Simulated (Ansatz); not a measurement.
# AlIn2Sb3: from a guess to a relaxed structure, part 2 of 2

Where does this trial cell of AlIn2Sb3 go when cell and atoms are let free?

Ansatz 0.2.0; DFT PBE, scalar-relativistic, plane waves, PAW. Earlier steps stand in the parts before.

### Step 4. Final relaxation

The end of the coarse run is made exact in the group found at a tolerance of 0.06 Å and reduced to its primitive cell.

Contents of input.yaml:

```yaml
crystal:
  lattice:
    - [4.5923925227, 0.0, 0.0]
    - [0.0, 4.5923925227, 0.0]
    - [0.0, 0.0, 9.9928151075]
  atoms:
    - { symbol: Al, position: [0.5, 0.5, 0.5749209815] }
    - { symbol: In, position: [0.0, 0.0, 0.3556534234] }
    - { symbol: In, position: [0.5, 0.5, 0.9778426883] }
    - { symbol: Sb, position: [0.5, 0.0, 0.7398524658] }
    - { symbol: Sb, position: [0.0, 0.5, 0.7398524658] }
    - { symbol: Sb, position: [0.5, 0.5, 0.3127480253] }
basis:
  ecutwfc: 420
kpoints:
  mp_grid: { grid: [8, 8, 4] }
hamiltonian:
  xc: pbe
scf:
  occupations: { method: gaussian, width: 0.1 }
output:
  forces: true
  stress: true
  eigenvalues: true
relax:
  adjacent_minimum: "off"
  f_tol: 0.01
  max_steps: 80
  cell: { stress_tol: 0.05 }
```

Started as:

```console
$ ansatz run input.yaml --threads 1 --pin off --max-ram 2560MiB --backend cpu --events-out ev --progress --plain --runs-dir out
```

The log of the run:

```text
Warning: RAYON_NUM_THREADS=1 ignored (pool sized by the plan → 1); use --threads N
Engine: ansatz 0.2.0, x86_64-unknown-linux-gnu
Pseudopotentials: kind: paw
Pseudopotential: Al, paw, valence charge 3, recommended cutoff 420 eV (normal), Al.paw.azcp
Pseudopotential: In, paw, valence charge 13, recommended cutoff 420 eV (normal), In.paw.azcp
Pseudopotential: Sb, paw, valence charge 15, recommended cutoff 420 eV (normal), Sb.paw.azcp
Functional definition: PBE
  parameter kappa = 0.804
  parameter beta = 0.06672455060314922
  exchange = pbe_x(kappa = kappa, mu = beta*pi^2/3)
  correlation = pbe_c(beta = beta)
Crystal: 6 atoms, lattice volume = 210.749 Å³
Basis set: ecut = 420 eV, 4137 PW (Γ), exchange–correlation on 64×64×144 points (8 copies of the dense FFT grid, shifted against one another)
Bands: 45, of which v1, the nominal top of the filled ones, is band 37 counted from 1 (36 counted from 0)
Symmetry: 8 space group operations
Space group: P4mm (ITA 99), of the structure as read, at distance tolerance 6.0e-5 Å
k-points: 45 of 256 (time reversal used)
Non-local potential: Al, projectors of the file, l = 0: 2, l = 1: 2, l = 2: 1
Non-local potential: In, projectors of the file, l = 0: 2, l = 1: 2, l = 2: 2, l = 3: 2
Non-local potential: Sb, projectors of the file, l = 0: 2, l = 1: 2, l = 2: 2, l = 3: 2
PAW form: soft (Blöchl's): semilocal exchange-correlation on the pseudo side does not see the compensation charge
PAW one-centre angular grid: Al, 110 points (default); XC on 64 Gauss nodes
PAW one-centre angular grid: In, 590 points (default); XC on 64 Gauss nodes
PAW one-centre angular grid: Sb, 590 points (default); XC on 64 Gauss nodes
Initial density: superposition of atomic densities (neutral atoms: chi_scale 0, normalization atom), corrected by the library's trained network
Initial wavefunctions: pseudopotential atomic-orbital guess
Functional: x = pbe(κ = 0.804, μ = 0.2195149727645171), c = pbe(β = 0.06672455060314922)
SCF iter   1: F=—  HF=-31185.511768 eV  |F-HF|=—  |Δ(HF+E_count)|=         —  Δρ=2.23e-3  dr2=5.88e-2  ethr=1.77e-3  ⟨swp⟩=6.7  Hψ=8004  notcnv=0
preconditioner: auto → LDOS  [metal: Δε(μ)=0.044 eV  Ē_g=11.292 eV  σ=0.100 eV  W_gap=0.24  n_scr=38 (ndim 8)  ℏωp=17.0 eV  f_vac=0.096  D(μ)=2.95/eV (n_scr^D=16)  β→1.0]
SCF iter   2: F=—  HF=-31185.501804 eV  |F-HF|=—  |Δ(HF+E_count)|=   9.96e-3  Δρ=1.02e-3  dr2=3.12e-3  ethr=7.95e-5  ⟨swp⟩=2.0  Hψ=3646  notcnv=0  defer=6
SCF iter   3: F=—  HF=-31185.501460 eV  |F-HF|=—  |Δ(HF+E_count)|=   3.45e-4  Δρ=5.87e-4  dr2=1.19e-3  ethr=4.22e-6  ⟨swp⟩=2.0  Hψ=3613  notcnv=0  defer=6
SCF iter   4: F=—  HF=-31185.501159 eV  |F-HF|=—  |Δ(HF+E_count)|=   3.01e-4  Δρ=1.76e-4  dr2=9.09e-5  ethr=1.60e-6  ⟨swp⟩=2.0  Hψ=3157  notcnv=0  defer=6
SCF iter   5: F=—  HF=-31185.501200 eV  |F-HF|=—  |Δ(HF+E_count)|=   4.07e-5  Δρ=5.35e-5  dr2=1.54e-5  ethr=1.23e-7  ⟨swp⟩=2.0  Hψ=3613  notcnv=0  defer=6
SCF iter   6: F=—  HF=-31185.501199 eV  |F-HF|=—  |Δ(HF+E_count)|=   1.04e-6  Δρ=1.27e-5  dr2=4.47e-7  ethr=2.08e-8  ⟨swp⟩=2.0  Hψ=2938  notcnv=0  defer=6
SCF iter   7: F=-31185.501199 eV  HF=-31185.501199 eV  |F-HF|=1.43e-8  |Δ(HF+E_count)|=   8.25e-8  Δρ=4.28e-6  dr2=5.72e-8  ethr=1.35e-10  ⟨swp⟩=10.8  Hψ=9621  notcnv=0
SCF 1 converged in 7 iterations: F = -31185.501199 eV  dr2 = 5.72e-8
relax step   1: F+E_penalty+E_count = -31185.50119862 eV  Δ(F+E_penalty+E_count) = +0.000e0 eV  max|allowed force component| = 2.024e-1 eV/Å  Δτ_max = 0.0000 Å  P = -0.102 GPa  Ω = 210.749 Å³  (7 SCF iters, dr2 threshold 1.00e-7 eV, accepted)
Crystal: 6 atoms, lattice volume = 210.096 Å³
Initial density: handed on by an earlier stage of this run
Initial wavefunctions: those handed on with the density
iter 1 solved again at ethr=4.95e-6 eV; its pass at ethr=3.10e-3 eV (dr2=3.66e-3 eV) is discarded
SCF iter   1: F=—  HF=-31185.507954 eV  |F-HF|=—  |Δ(HF+E_count)|=         —  Δρ=8.39e-4  dr2=3.67e-3  ethr=4.95e-6  ⟨swp⟩=2.0  Hψ=9918  notcnv=0
preconditioner: auto → LDOS  [metal: Δε(μ)=0.006 eV  Ē_g=11.317 eV  σ=0.100 eV  W_gap=0.04  n_scr=38 (ndim 8)  ℏωp=17.0 eV  f_vac=0.104  D(μ)=3.36/eV (n_scr^D=16)  β→1.0]
SCF iter   2: F=—  HF=-31185.507791 eV  |F-HF|=—  |Δ(HF+E_count)|=   1.63e-4  Δρ=6.68e-4  dr2=1.48e-3  ethr=4.95e-6  ⟨swp⟩=2.0  Hψ=3019  notcnv=0
SCF iter   3: F=—  HF=-31185.507342 eV  |F-HF|=—  |Δ(HF+E_count)|=   4.49e-4  Δρ=1.54e-4  dr2=1.22e-4  ethr=2.00e-6  ⟨swp⟩=2.0  Hψ=2975  notcnv=0
SCF iter   4: F=—  HF=-31185.507402 eV  |F-HF|=—  |Δ(HF+E_count)|=   6.01e-5  Δρ=3.53e-5  dr2=7.09e-6  ethr=1.65e-7  ⟨swp⟩=2.0  Hψ=2951  notcnv=0
SCF iter   5: F=-31185.507401 eV  HF=-31185.507401 eV  |F-HF|=2.50e-7  |Δ(HF+E_count)|=   5.26e-7  Δρ=1.13e-5  dr2=4.42e-7  ethr=8.11e-10  ⟨swp⟩=5.7  Hψ=9801  notcnv=0
SCF 2 converged in 5 iterations: F = -31185.507401 eV  dr2 = 4.42e-7
relax step   2: F+E_penalty+E_count = -31185.50740090 eV  Δ(F+E_penalty+E_count) = -6.202e-3 eV  max|allowed force component| = 5.352e-2 eV/Å  Δτ_max = 0.0323 Å  P = +0.063 GPa  Ω = 210.096 Å³  energy of the carried Pulay correction = +1.169e-4 eV  (5 SCF iters, dr2 threshold 6.00e-7 eV, accepted)
Crystal: 6 atoms, lattice volume = 211.138 Å³
Basis set: ecut = 420 eV, 4145 PW (Γ), exchange–correlation on 64×64×144 points (8 copies of the dense FFT grid, shifted against one another)
iter 1 solved again at ethr=3.02e-6 eV; its pass at ethr=3.10e-3 eV (dr2=2.24e-3 eV) is discarded
SCF iter   1: F=—  HF=-31185.510341 eV  |F-HF|=—  |Δ(HF+E_count)|=         —  Δρ=7.75e-4  dr2=2.21e-3  ethr=3.02e-6  ⟨swp⟩=2.5  Hψ=10255  notcnv=0
preconditioner: auto → LDOS  [metal: Δε(μ)=0.009 eV  Ē_g=11.313 eV  σ=0.100 eV  W_gap=0.05  n_scr=38 (ndim 8)  ℏωp=17.0 eV  f_vac=0.107  D(μ)=3.52/eV (n_scr^D=16)  β→1.0]
SCF iter   2: F=—  HF=-31185.510367 eV  |F-HF|=—  |Δ(HF+E_count)|=   2.66e-5  Δρ=6.12e-4  dr2=1.18e-3  ethr=2.98e-6  ⟨swp⟩=2.0  Hψ=3016  notcnv=0
SCF iter   3: F=—  HF=-31185.509989 eV  |F-HF|=—  |Δ(HF+E_count)|=   3.78e-4  Δρ=1.27e-4  dr2=8.10e-5  ethr=1.60e-6  ⟨swp⟩=2.0  Hψ=2987  notcnv=0
SCF iter   4: F=—  HF=-31185.510066 eV  |F-HF|=—  |Δ(HF+E_count)|=   7.69e-5  Δρ=3.20e-5  dr2=3.68e-6  ethr=1.10e-7  ⟨swp⟩=2.0  Hψ=2996  notcnv=0
SCF iter   5: F=—  HF=-31185.510066 eV  |F-HF|=—  |Δ(HF+E_count)|=   9.11e-9  Δρ=9.66e-6  dr2=3.37e-7  ethr=4.98e-9  ⟨swp⟩=3.0  Hψ=3900  notcnv=0
SCF iter   6: F=-31185.510066 eV  HF=-31185.510066 eV  |F-HF|=1.24e-8  |Δ(HF+E_count)|=   4.42e-8  Δρ=2.27e-6  dr2=2.51e-8  ethr=2.42e-10  ⟨swp⟩=7.1  Hψ=8081  notcnv=0
SCF 3 converged in 6 iterations: F = -31185.510066 eV  dr2 = 2.51e-8
relax step   3: F+E_penalty+E_count = -31185.51006565 eV  Δ(F+E_penalty+E_count) = -2.665e-3 eV  max|allowed force component| = 6.377e-2 eV/Å  Δτ_max = 0.0280 Å  P = +0.028 GPa  Ω = 211.138 Å³  energy of the carried Pulay correction = -6.940e-5 eV  (6 SCF iters, dr2 threshold 1.79e-7 eV, accepted)
[... 11 lines left out ...]
relax step   4: F+E_penalty+E_count = -31185.51217498 eV  Δ(F+E_penalty+E_count) = -2.109e-3 eV  max|allowed force component| = 2.519e-3 eV/Å  Δτ_max = 0.0352 Å  P = +0.043 GPa  Ω = 212.646 Å³  energy of the carried Pulay correction = -3.374e-4 eV  (6 SCF iters, dr2 threshold 2.54e-7 eV, accepted)
[... 14 lines left out ...]
relax step   5: F+E_penalty+E_count = -31185.51212676 eV  Δ(F+E_penalty+E_count) = +4.822e-5 eV  max|allowed force component| = 1.420e-2 eV/Å  Δτ_max = 0.0081 Å  P = -0.014 GPa  Ω = 213.439 Å³  energy of the carried Pulay correction = -4.775e-4 eV  (8 SCF iters, accepted)
[... 10 lines left out ...]
relax step   6: F+E_penalty+E_count = -31185.51212985 eV  Δ(F+E_penalty+E_count) = -3.091e-6 eV  max|allowed force component| = 1.398e-2 eV/Å  Δτ_max = 0.0109 Å  P = -0.011 GPa  Ω = 213.830 Å³  energy of the carried Pulay correction = -5.465e-4 eV  (6 SCF iters, dr2 threshold 1.26e-8 eV, accepted)
[... 10 lines left out ...]
relax step   7: F+E_penalty+E_count = -31185.51214314 eV  Δ(F+E_penalty+E_count) = -1.329e-5 eV  max|allowed force component| = 1.277e-2 eV/Å  Δτ_max = 0.0055 Å  P = -0.008 GPa  Ω = 213.917 Å³  energy of the carried Pulay correction = -5.619e-4 eV  (6 SCF iters, dr2 threshold 1.22e-8 eV, accepted)
[... 9 lines left out ...]
relax step   8: F+E_penalty+E_count = -31185.51215534 eV  Δ(F+E_penalty+E_count) = -1.220e-5 eV  max|allowed force component| = 2.746e-3 eV/Å  Δτ_max = 0.0031 Å  P = -0.001 GPa  Ω = 213.920 Å³  energy of the carried Pulay correction = -5.624e-4 eV  (5 SCF iters, dr2 threshold 1.02e-8 eV, accepted)
Initial wavefunctions: pseudopotential atomic-orbital guess (no wavefunctions were taken with the density)
iter 1 solved again at ethr=9.83e-7 eV; its pass at ethr=3.10e-3 eV (dr2=7.28e-4 eV) is discarded
SCF iter   1: F=—  HF=-31185.512616 eV  |F-HF|=—  |Δ(HF+E_count)|=         —  Δρ=3.18e-5  dr2=3.99e-7  ethr=9.83e-7  ⟨swp⟩=3.0  Hψ=12397  notcnv=0
eigensolver tolerance schedule: the retry pair's looser diagonalisation over-reported the residual by 1824.70 of it (diagonalisation noise at 1.38 of the residual, at the tolerance the schedule requests for it); recorded, not acted on — ethr = c·dr2/N_el stays at c = 1.0e-1
preconditioner: auto → LDOS  [metal: Δε(μ)=0.030 eV  Ē_g=11.310 eV  σ=0.100 eV  W_gap=0.17  n_scr=38 (ndim 8)  ℏωp=16.8 eV  f_vac=0.116  D(μ)=3.60/eV (n_scr^D=16)  β→1.0]
SCF iter   2: F=—  HF=-31185.512703 eV  |F-HF|=—  |Δ(HF+E_count)|=   8.73e-5  Δρ=1.64e-5  dr2=3.72e-7  ethr=5.39e-10  ⟨swp⟩=2.9  Hψ=4508  notcnv=0
SCF iter   3: F=—  HF=-31185.512703 eV  |F-HF|=—  |Δ(HF+E_count)|=   2.05e-7  Δρ=2.63e-6  dr2=8.67e-9  ethr=5.03e-10  ⟨swp⟩=2.0  Hψ=2960  notcnv=0
SCF iter   4: F=—  HF=-31185.512703 eV  |F-HF|=—  |Δ(HF+E_count)|=   2.09e-8  Δρ=5.99e-7  dr2=7.63e-10  ethr=1.17e-11  ⟨swp⟩=2.0  Hψ=2941  notcnv=0
SCF iter   5: F=—  HF=-31185.512703 eV  |F-HF|=—  |Δ(HF+E_count)|=  6.98e-10  Δρ=2.58e-7  dr2=2.03e-10  ethr=1.03e-12  ⟨swp⟩=2.0  Hψ=3022  notcnv=0
SCF iter   6: F=-31185.512703 eV  HF=-31185.512703 eV  |F-HF|=1.09e-11  |Δ(HF+E_count)|=  5.46e-11  Δρ=6.70e-8  dr2=2.24e-11  ethr=1.00e-12  ⟨swp⟩=6.5  Hψ=7568  notcnv=0
SCF 9 converged in 6 iterations: F = -31185.512703 eV  dr2 = 2.24e-11
relax step   9: F+E_penalty+E_count = -31185.51270286 eV  Δ(F+E_penalty+E_count) = -5.475e-4 eV  max|allowed force component| = 2.782e-3 eV/Å  Δτ_max = 0.0000 Å  P = -0.002 GPa  Ω = 213.920 Å³  stress off target by 2.91e-3 GPa  SCF on the basis re-selected at this cell (its energy is not comparable with the rows above)  (6 SCF iters)
basis re-selected at this cell: Δ(F+E_penalty+E_count) = -5.475e-4 eV, ΔP = -0.001 GPa vs the last step (what re-selecting the basis moved, of the pressure what is left beyond the Pulay correction that the steps carried, after the strain that the cell walked since its last selection, with what the two solves' SCF thresholds leave and, on support functions, any second-order correction that the steps lacked; it is no measure of the basis error at this ecutwfc). This SCF's stress stands 2.91e-3 GPa from its target on what of the cell is left free (relax.cell.stress_tol is 5.00e-2 GPa) and its largest allowed force component is 2.78e-3 eV/Å (relax.f_tol is 1.00e-2 eV/Å): within both
SCF converged after 6 iterations
Free energy (F): -31185.512703 eV
Harris-Foulkes:  -31185.512703 eV  (|F-HF|=1.09e-11)
Internal energy: -31185.494724 eV  (E = F + TS)
E sigma→0 (E₀):  -31185.503713 eV
Entropy (-TS):   -0.017979 eV (-2.996 meV/atom)
Fermi energy:    6.385698 eV
--- Per-component energies (eV) ---
  E_band       = -791.189507
  E_kinetic    = 1120.179223
  E_local      = -9131.973554  (includes V_loc(G=0)·N_el)
  E_nonlocal   = 1828.963749
  E_hartree    = 3992.957743
  E_xc         = -884.297155
  E_vxc        = -513.459249  (∫ρ·V_xc dr)
  E_paw        = -22495.077309  (= ΣΔE_a)
  E_vpaw       = -2080.815250  (= ΣTr[D̂ρ^β])
  E_aug_tail   = 0.000045  (compensation charges beyond the density's cutoff)
  E_ewald      = -5616.247466
  E_smearing   = -0.017979  (= −TS)
  E_closure    = 0.000000  (closes the sum)
  Σ components = -31185.512703   (vs F -31185.512703, Δ=0.00e0)
--- Forces (eV/Å), atoms counted from 1 ---
  atom   1  Al     0.00000000     0.00000000     0.00278177
  atom   2  In    -0.00000000     0.00000000     0.00024989
  atom   3  In    -0.00000000     0.00000000    -0.00026499
  atom   4  Sb    -0.00000000     0.00000000    -0.00066719
  atom   5  Sb     0.00000000     0.00000000    -0.00066719
  atom   6  Sb     0.00000000     0.00000000    -0.00143332
  max |Σ_I F_I| component: 1.03e-6 eV/Å
--- Stress (GPa, compression-positive) ---
       -0.002910       0.000000       0.000000
        0.000000      -0.002910       0.000000
        0.000000       0.000000       0.000636
  P = ⅓ Tr σ = -0.0017 GPa (-0.017 kbar)
--- Band table (eV; the first three rows and the last of 45) ---
  k-point 0: bands = ["-22.6085", "-22.5673", "-22.4975", "-22.4682", "-22.4682", "-22.4542", "-22.4381", "-22.4358", "-22.4358", "-22.3913", "-22.1820", "-22.1647", "-22.1628", "-22.1628", "-22.1626", "-8.3174", "-8.3151", "-8.2922", "-8.2897", "-8.2885", "-8.2885", "-8.2565", "-8.2565", "-8.1694", "-8.1687", "-5.2126", "-3.2466", "-0.2707", "0.2063", "2.8645", "2.8645", "3.0285", "3.3114", "3.8742", "5.1657", "5.1657", "6.7514", "6.9183", "8.2771", "8.2771", "8.7152", "9.0805", "9.0805", "10.0312", "10.4573"]
  k-point 1: bands = ["-22.6086", "-22.5673", "-22.4975", "-22.4682", "-22.4682", "-22.4542", "-22.4380", "-22.4358", "-22.4358", "-22.3913", "-22.1820", "-22.1647", "-22.1628", "-22.1628", "-22.1626", "-8.3174", "-8.3152", "-8.2922", "-8.2896", "-8.2884", "-8.2884", "-8.2565", "-8.2565", "-8.1694", "-8.1687", "-5.2114", "-3.2578", "-0.2707", "0.3471", "2.3608", "2.8666", "2.8666", "3.3096", "4.6996", "5.1498", "5.1498", "6.7494", "6.8383", "8.3877", "8.3877", "8.5897", "9.0740", "9.0740", "9.4342", "10.5157"]
  k-point 2: bands = ["-22.6086", "-22.5673", "-22.4975", "-22.4682", "-22.4682", "-22.4542", "-22.4380", "-22.4358", "-22.4358", "-22.3913", "-22.1820", "-22.1647", "-22.1628", "-22.1628", "-22.1626", "-8.3174", "-8.3152", "-8.2922", "-8.2895", "-8.2884", "-8.2884", "-8.2565", "-8.2565", "-8.1694", "-8.1687", "-5.2102", "-3.2687", "-0.2707", "0.5351", "1.9035", "2.8687", "2.8687", "3.3097", "5.1341", "5.1341", "5.4126", "6.6671", "6.7473", "8.1391", "8.5196", "8.5196", "9.0618", "9.0618", "9.4402", "10.4062"]
  k-point 44: bands = ["-22.5442", "-22.5442", "-22.5287", "-22.5287", "-22.4768", "-22.4672", "-22.4357", "-22.4307", "-22.4024", "-22.4024", "-22.1809", "-22.1657", "-22.1632", "-22.1632", "-22.1595", "-8.3023", "-8.3009", "-8.3009", "-8.2927", "-8.2870", "-8.2798", "-8.2620", "-8.2620", "-8.2182", "-8.1393", "-2.7088", "-2.7088", "-2.2876", "-0.6296", "1.8411", "2.4284", "2.5423", "3.0471", "3.0471", "3.4611", "4.3864", "4.3864", "7.5955", "7.5955", "7.7940", "8.2784", "9.4111", "9.7227", "10.5855", "11.1071"]
--- Relaxed structure (8 steps of the walk, 8 accepted, 1 SCFs on fresh bases) ---
  F+E_penalty+E_count = -31185.51270286 eV   max|allowed force component| = 2.782e-3 eV/Å   (the final SCF, on the basis selected at the relaxed cell)
  cell:  # Å, volume = 213.9201 Å³
    - [4.562115032892102, 0.0, 3.2102926160206514e-32]
    - [0.0, 4.562115032892102, 0.0]
    - [6.985435237579863e-32, 0.0, 10.278249737515265]
  atoms:
    - { symbol: Al, position: [0.5, 0.5, 0.575553951562569] }
    - { symbol: In, position: [4.438374654898757e-33, 0.0, 0.36494709751763454] }
    - { symbol: In, position: [0.5, 0.5, 0.9702429663812806] }
    - { symbol: Sb, position: [0.5, 0.0, 0.7352896159654831] }
    - { symbol: Sb, position: [-2.9006700500519438e-33, 0.5, 0.7352896159654831] }
    - { symbol: Sb, position: [0.5, 0.5, 0.3195468027075498] }
```

Run time: 9.9 min. Hardware: 1 thread of Intel Xeon at 2.50GHz (Skylake/Cascade Lake), shared host; peak memory 0.65 GiB.

Step by step:

| step | E - E(step 1) (eV/cell) | largest force component (eV/Å) | pressure (GPa) | volume (Å³) |
| --- | --- | --- | --- | --- |
| 1 | 0.0000 | 0.2024 | -0.10 | 210.75 |
| 2 | -0.0062 | 0.0535 | 0.06 | 210.10 |
| 3 | -0.0089 | 0.0638 | 0.03 | 211.14 |
| 4 | -0.0110 | 0.0025 | 0.04 | 212.65 |
| 5 | -0.0109 | 0.0142 | -0.01 | 213.44 |
| 6 | -0.0109 | 0.0140 | -0.01 | 213.83 |
| 7 | -0.0109 | 0.0128 | -0.01 | 213.92 |
| 8 | -0.0110 | 0.0027 | 0.00 | 213.92 |
| 9 | -0.0115 | 0.0028 | 0.00 | 213.92 |

Step 1 is the start. Step 9 repeats the geometry before it on a plane-wave basis chosen anew for that cell, so its energy need not be comparable with the rows above.

|  | before | after | change |
| --- | --- | --- | --- |
| a (Å) | 4.592 | 4.562 | -0.7 % |
| b (Å) | 4.592 | 4.562 | -0.7 % |
| c (Å) | 9.993 | 10.278 | +2.9 % |
| volume (Å³/atom) | 35.12 | 35.65 | +1.5 % |
| shortest distance (Å) | 2.620 | 2.631 | +0.4 % |
| space group (0.01 Å) | P4mm | P4mm | same |

The run keeps the 8 symmetry operations of the start, so it could not have lowered the symmetry.

### Step 5. Variant: xc pbesol, occupations.width 0.3

Contents of input.yaml:

```yaml
crystal:
  lattice:
    - [4.5621150329, 0.0, 0.0]
    - [0.0, 4.5621150329, 0.0]
    - [0.0, 0.0, 10.2782497375]
  atoms:
    - { symbol: Al, position: [0.5, 0.5, 0.5755539516] }
    - { symbol: In, position: [0.0, 0.0, 0.3649470975] }
    - { symbol: In, position: [0.5, 0.5, 0.9702429664] }
    - { symbol: Sb, position: [0.5, 0.0, 0.735289616] }
    - { symbol: Sb, position: [0.0, 0.5, 0.735289616] }
    - { symbol: Sb, position: [0.5, 0.5, 0.3195468027] }
basis:
  ecutwfc: 420
kpoints:
  mp_grid: { grid: [8, 8, 4] }
hamiltonian:
  xc: pbesol
scf:
  occupations: { method: gaussian, width: 0.3 }
output:
  forces: true
  eigenvalues: true
  stress: true
```

Started as:

```console
$ ansatz run input.yaml --threads 1 --pin off --max-ram 2560MiB --backend cpu --events-out ev --progress --plain --runs-dir out
```

The log of the run (excerpt; [...] marks lines left out):

```text
Warning: RAYON_NUM_THREADS=1 ignored (pool sized by the plan → 1); use --threads N
[...]
[... 4 set-up lines as earlier in the session ...]
Functional definition: PBEsol
[...]
Crystal: 6 atoms, lattice volume = 213.920 Å³
Basis set: ecut = 420 eV, 4187 PW (Γ), exchange–correlation on 64×64×144 points (8 copies of the dense FFT grid, shifted against one another)
Bands: 45, of which v1, the nominal top of the filled ones, is band 37 counted from 1 (36 counted from 0)
[... 2 set-up lines as earlier in the session ...]
k-points: 45 of 256 (time reversal used)
[...]
SCF iter   7: F=-30798.104861 eV  HF=-30798.104861 eV  |F-HF|=1.04e-9  |Δ(HF+E_count)|=   2.15e-7  Δρ=3.33e-6  dr2=5.09e-8  ethr=1.35e-10  ⟨swp⟩=10.9  Hψ=9335  notcnv=0
[...]
SCF converged after 7 iterations
Free energy (F): -30798.104861 eV
[...]
E sigma→0 (E₀):  -30798.042358 eV
Entropy (-TS):   -0.125006 eV (-20.834 meV/atom)
Fermi energy:    6.257356 eV
[...]
--- Forces (eV/Å), atoms counted from 1 ---
  atom   1  Al     0.00000000     0.00000000    -0.02677208
  atom   2  In    -0.00000000     0.00000000     0.03985036
  atom   3  In    -0.00000000     0.00000000    -0.08830104
  atom   4  Sb    -0.00000000     0.00000000     0.03320180
  atom   5  Sb     0.00000000     0.00000000     0.03320180
  atom   6  Sb     0.00000000     0.00000000     0.00887258
[...]
--- Stress (GPa, compression-positive) ---
       -1.881234       0.000000       0.000000
        0.000000      -1.881234       0.000000
        0.000000       0.000000      -1.318651
  P = ⅓ Tr σ = -1.6937 GPa (-16.937 kbar)
--- Band table (eV; the first three rows and the last of 45) ---
[...]
```

Wall time 58 s (1 thread of Intel Xeon at 2.50GHz (Skylake/Cascade Lake), shared host); peak memory 0.61 GiB.

```
    run     ending   energy change  pressure (GPa)  gap (eV)  force (eV/Å)  cycles     time
 step 4  converged               -             0.0      0.00          0.00       -  9.9 min
variant  converged  not comparable            -1.7      0.00          0.09       7     58 s
```

A change of functional puts the total energy on another scale; the pressure goes from 0.0 to -1.7 GPa and the largest force goes from 0.00 to 0.09 eV/Å. The smearing changed too.

### Step 6. What came out

This closing draws on all 2 parts. Changes of volume or cell count from the first structure of part 1.

| quantity | value |
| --- | --- |
| symmetry at the end (tolerance 0.05 Å) | space group P4mm (No. 99) |
| conventional cell | a = 4.562 Å, b = 4.562 Å, c = 10.278 Å, α = 90.00°, β = 90.00°, γ = 90.00° |
| volume | 35.65 Å³/atom |
| energy over the elements | +0.19 eV/atom |
| gap on the mesh | none (metal) |

**Reading.** The space group P4mm (No. 99) is kept, and the volume per atom grows by 24.5 % from the first guess. The formation energy is positive, so the separate elements lie lower. No finished test with a distortion of lower symmetry is shown, so the end may be a saddle point. The runs treat Sb without spin-orbit coupling. Where forces pass 15 eV/Å atoms stand far too close, the PAW spheres overlap strongly and those numbers are rough.
